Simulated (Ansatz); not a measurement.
# ZrH+ (triplet): wave-function methods side by side, def2-QZVPP

An exercise on one series of results from a longer session: the logs are not shown, and one member is left open.

Method: def2-QZVPP, core rule «outside noble gas», up to 4 orbitals frozen; program: Ansatz 0.2.0, Gaussian basis.

Plan: UHF; ROHF; CCSD(T) on UHF.

### What is computed

The geometry is a PBE0/def2-TZVP stationary point (not a proven minimum) of the parent state, kept for this charge and spin. No spin-orbit coupling is included. Elements past krypton take def2 core potentials.

2 atoms, charge 1, spin multiplicity 3.

Atoms are counted from 1 here; the program's logs count them from 0.

Bond lengths: Zr1–H2 1.859 Å.

The first run:

The input, in.yaml:

```yaml
crystal:
  periodic: [false, false, false]
  atoms:
    - {symbol: Zr, position_ang: [0.000000, 0.000000, 0.000000]}
    - {symbol: H, position_ang: [0.000000, 0.000000, 1.858985]}
basis:
  gaussian: {orbitals: "def2-QZVPP.json"}
total_charge: 1
magnetization: {spin_polarized: true, initial_magnetization: 2}
hamiltonian: {xc: hf}
output: {orbitals: {seedname: orbitals}}
```

Run with:

```
$ ansatz run in.yaml --threads 1 --pin off --events-out ev --progress --plain --max-ram 3968MiB --backend cpu
```

Steps of the session up to this table: UHF; ROHF; CCSD(T) on UHF.

One of the session's tables, all rows but one given; the rest of the session is left out.

```
  method  from UCCSD(T) (meV)
    ROHF              +1699.4
     UHF              +1541.9
    UMP2               +346.8
   UCCSD                    ?
UCCSD(T)                    0
```

**Question.** Estimate the row for UCCSD.

The run gave: from UCCSD(T) (meV): +31.6. In the column «from UCCSD(T) (meV)» it lies between UCCSD(T) (0) and UMP2 (+346.8).
